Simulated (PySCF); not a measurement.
**RuSOH: one geometry, several methods**

Aim: at the PBE0 minimum of doublet RuSOH, found before, compare methods on energies and levels.

Program: PySCF 2.14.0. Level of theory: several methods, basis Ru def2-TZVP with ECP28, S def2-TZVP, O def2-TZVP, H def2-TZVP, scalar-relativistic core potentials, no spin–orbit coupling, density fitting. These are calculated values, not measurements.

### Step 1. Starting geometry

4 atoms, charge 0, spin multiplicity 2.

Bond lengths: Ru1–S2 2.022 Å, Ru1–O3 1.837 Å, O3–H4 0.961 Å. Angles: S2–Ru1–O3 138.2°, Ru1–O3–H4 127.9°.

Z-matrix (Å, degrees; charge 0 multiplicity 2):
```
Ru
S  1 2.0216
O  1 1.8370 2 138.15
H  3 0.9609 1 127.95 2 0.00
```

### Step 2. PBE0

The steps are one call of a driver around PySCF; scf.py gives each level's set-up. Each SCF starts from the density of the minimum. The driver also runs the species with one electron less or more at the same geometry (one less: multiplicity 3); their logs are not shown.

scf.py

```python
from pyscf import gto, scf, dft
mol = gto.M(atom='''
Ru     0.263681     0.000000     0.197717
S     -0.594790     0.000000    -1.632531
O     -0.264717     0.000000     1.957099
H     -1.160370     0.000000     2.305022''',
    basis={'Ru': 'def2-TZVP', 'S': 'def2-TZVP', 'O': 'def2-TZVP', 'H': 'def2-TZVP'},
    ecp={'Ru': 'def2-TZVP'},
    charge=0, spin=1)
mf = dft.UKS(mol, xc='PBE0')
mf.grids.atom_grid = (99, 590)
aux = {'Ru': 'def2-universal-JKFIT', 'S': 'def2-universal-JKFIT', 'O': 'def2-universal-JKFIT', 'H': 'def2-universal-JKFIT'}
mf = mf.density_fit(auxbasis=aux)
mf.kernel()
```

### Step 3. HF

Changes to scf.py since step 2:

```diff
@@ -10,2 +10 @@
-mf = dft.UKS(mol, xc='PBE0')
-mf.grids.atom_grid = (99, 590)
+mf = scf.UHF(mol)
```

### Step 4. MP2

Changes to scf.py since step 3:

```diff
@@ -13,0 +14,2 @@
+from pyscf.mp import dfump2
+dfump2.DFUMP2(mf, frozen=6).kernel()  # the driver gives MP2 a fitting basis of its own (RI)
```

### Step 5. PBE

Changes to scf.py since step 4:

```diff
@@ -10 +10,2 @@
-mf = scf.UHF(mol)
+mf = dft.UKS(mol, xc='PBE')
+mf.grids.atom_grid = (99, 590)
@@ -14,2 +14,0 @@
-from pyscf.mp import dfump2
-dfump2.DFUMP2(mf, frozen=6).kernel()  # the driver gives MP2 a fitting basis of its own (RI)
```

(Steps that only read results are left out.)

**Question.** What will these runs give? Wanted: atomisation energy, range; vertical ionisation energy, range; orbital gap, range.

As calculated:

| quantity | value |
| --- | --- |
| atomisation energy, range | 445 (HF) to 1257 (PBE) kJ/mol |
| vertical ionisation energy, range | 6.96 (HF) to 8.45 (MP2) eV |
| orbital gap, range | 0.22 (PBE) to 9.87 (HF) eV |

**Reading.** The atomisation energy spreads over 812 kJ/mol, from HF to PBE; without a CCSD(T) value for it there is no yardstick here. Spin contamination is strong in at least one of the open-shell species at PBE0, HF, MP2. The determinant is spin-contaminated (⟨S²⟩ = 1.33, pure value 0.75). Other spin states or occupations of the open shell can lie lower.
